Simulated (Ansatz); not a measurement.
# HfH5: the cost of one run

Computed with Ansatz 0.2.0 (DFT PBE, scalar-relativistic, plane waves, PAW, unless a step's input says otherwise).

### 1 Starting point

It takes space group P-62m (No. 189, hexagonal). The conventional cell has a = 4.474 Å, b = 4.474 Å, c = 4.112 Å, α = 90.00°, β = 90.00°, γ = 120.00°. Hf (site symmetry -62m) has 12 H at 2.50 to 2.58 Å in its first shell of neighbours. Around H (site symmetry -6) lie 9 H at 2.56 to 2.58 Å and 3 Hf at 2.58 Å. Around H (site symmetry m2m) lie 10 H at 2.45 to 2.65 Å and 2 Hf at 2.50 Å.

Coordinates:

```cif
data_structure
_symmetry_space_group_name_H-M 'P 1'
_symmetry_Int_Tables_number 1
_cell_length_a 4.4742
_cell_length_b 4.4742
_cell_length_c 4.1119
_cell_angle_alpha 90.000
_cell_angle_beta 90.000
_cell_angle_gamma 120.000
_cell_volume 71.29
loop_
_atom_site_label
_atom_site_type_symbol
_atom_site_fract_x
_atom_site_fract_y
_atom_site_fract_z
_atom_site_occupancy
Hf1 Hf 0.00000 0.00000 0.50000 1
H1 H 0.66667 0.33333 0.50000 1
H2 H 0.31656 0.00000 0.00000 1
H3 H 0.68344 0.68344 0.00000 1
H4 H 0.00000 0.31656 0.00000 1
H5 H 0.33333 0.66667 0.50000 1
```

Recipe of the guess: species swapped into a database cell of Mg5Cu (P-62m, No. 189), with H on the Mg sites and Hf on the Cu sites. Lengths come from tabulated atomic sizes and are only a guess.

### 2 Probe: one point on a coarse mesh

input.yaml reads:

```yaml
crystal:
  lattice:
    - [4.47423182, 0.0, 0.0]
    - [-2.23711591, 3.87479842, 0.0]
    - [0.0, 0.0, 4.11186054]
  atoms:
    - { symbol: Hf, position: [0.0, 0.0, 0.5] }
    - { symbol: H, position: [0.66666667, 0.33333333, 0.5] }
    - { symbol: H, position: [0.31656, 0.0, 0.0] }
    - { symbol: H, position: [0.68344, 0.68344, 0.0] }
    - { symbol: H, position: [0.0, 0.31656, 0.0] }
    - { symbol: H, position: [0.33333333, 0.66666667, 0.5] }
basis:
  ecutwfc: 420
kpoints:
  mp_grid: { grid: [6, 6, 4] }
hamiltonian:
  xc: pbe
scf:
  occupations: { method: gaussian, width: 0.1 }
  lower_state_search: "off"
output:
  forces: true
  stress: true
  eigenvalues: true
```

Command:

```sh
$ ansatz run input.yaml --threads 1 --pin off --max-ram 2560MiB --backend cpu --events-out ev --progress --plain --runs-dir out
```

**Question.** How long does this run take on 1 thread of Intel Xeon at 2.50GHz (Skylake/Cascade Lake), shared host, and how much memory does it need?

About 5.7 s, with a peak of 0.36 GiB.
